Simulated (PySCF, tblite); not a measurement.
**CH₁₁N₃OSi₂: geometry, infrared bands and NMR shifts**

Wanted: the infrared bands and NMR shifts of CH₁₁N₃OSi₂ (`C[Si@H](O)N[SiH](N)N`), by calculation.

The runs use tblite 0.8.0 and PySCF 2.14.0, with density-fitted response routines of our own; the level of theory stands in each step. All values are computed, except where a source is named. Atoms are numbered from 0 throughout.

**1. The molecule as given**

18 atoms, charge 0, multiplicity 1; geometry from: force field or distance geometry start.

Bonds of the start (Å): C0–Si1 1.86, Si1–O2 1.65, Si1–N3 1.68, N3–Si4 1.67, Si4–N5 1.67, Si4–N6 1.66, C0–H7 1.10, C0–H8 1.10, C0–H9 1.08, Si1–H10 1.48, O2–H11 0.97, N3–H12 1.00, Si4–H13 1.47, N5–H14 1.01, N5–H15 1.00, N6–H16 1.01, N6–H17 1.01.

**2. Relaxing the molecule with GFN2-xTB**

The job: settings as JSON, then the geometry in Å.

```
{"job": {"kind": "relax", "xc": "GFN2-xTB", "basis": "xTB"}, "charge": 0, "multiplicity": 1}
C      2.443100     0.059900     0.609400
Si     1.215300     0.520100    -0.713500
O      1.504500     2.025700    -1.309900
N     -0.360100     0.679300    -0.141800
Si    -1.047300    -0.805600     0.180100
N     -2.277200    -0.849200    -0.953600
N     -1.988800    -0.423800     1.488900
H      2.389900     0.761100     1.459800
H      2.266900    -0.949600     0.998100
H      3.453200     0.091100     0.226200
H      1.248400    -0.442900    -1.831000
H      1.256300     2.752000    -0.713100
H     -0.927100     1.070100    -0.870100
H     -0.235300    -2.019100     0.315800
H     -3.058500    -1.307900    -0.498300
H     -2.005900    -1.454400    -1.707400
H     -2.515300     0.401600     1.222700
H     -1.370800    -0.102100     2.225900
```

Command:

```console
$ OMP_NUM_THREADS=1 python probes_run.py task.json out
```

This one command runs all jobs of the session in turn.

**Question.** This job is followed by: GFN2-xTB harmonic vibrations, gas phase; GIAO PBE0/pcSseg-1 NMR shielding, non-relativistic, gas phase. What will the session give for the following? strongest single infrared mode (GFN2-xTB); zero-point energy (GFN2-xTB); ¹³C shifts against TMS (PBE0/pcSseg-1); ¹H shifts against TMS (PBE0/pcSseg-1, means over atoms taken as alike); ²⁹Si shifts against TMS (PBE0/pcSseg-1); ¹⁷O shifts against H2O (PBE0/pcSseg-1); ¹⁵N shifts against NH3 (PBE0/pcSseg-1).

**Answer**, as computed:

```
                                                              quantity                                         value
                             strongest single infrared mode (GFN2-xTB)                          987 cm⁻¹, 376 km/mol
                                          zero-point energy (GFN2-xTB)                                 84.6 kcal/mol
                                ¹³C shifts against TMS (PBE0/pcSseg-1)                                       3.4 ppm
¹H shifts against TMS (PBE0/pcSseg-1, means over atoms taken as alike)  5.12, 5.03, 1.44, 0.94, 0.55, 0.07, 0.03 ppm
                               ²⁹Si shifts against TMS (PBE0/pcSseg-1)                              -17.4, -35.8 ppm
                                ¹⁷O shifts against H2O (PBE0/pcSseg-1)                                      48.9 ppm
                                ¹⁵N shifts against NH3 (PBE0/pcSseg-1)                          63.7, 35.9, 16.5 ppm
```

The optimisation took 212 steps and gained 1.403 eV; among the close pairs (by a distance rule), N3–Si4 changed most, from 1.668 to 1.739 Å. No mode is imaginary among the 48: a minimum at this level. The strongest single mode, at 987 cm⁻¹, is carried by N3, H12, Si4, Si1. Unscaled tight-binding wavenumbers are off by several per cent, some by more. Its intensities can rank the bands wrongly. At PBE0/pcSseg-1: Shielding is most anisotropic at Si4 (span 86 ppm, paramagnetic term -497 ppm).
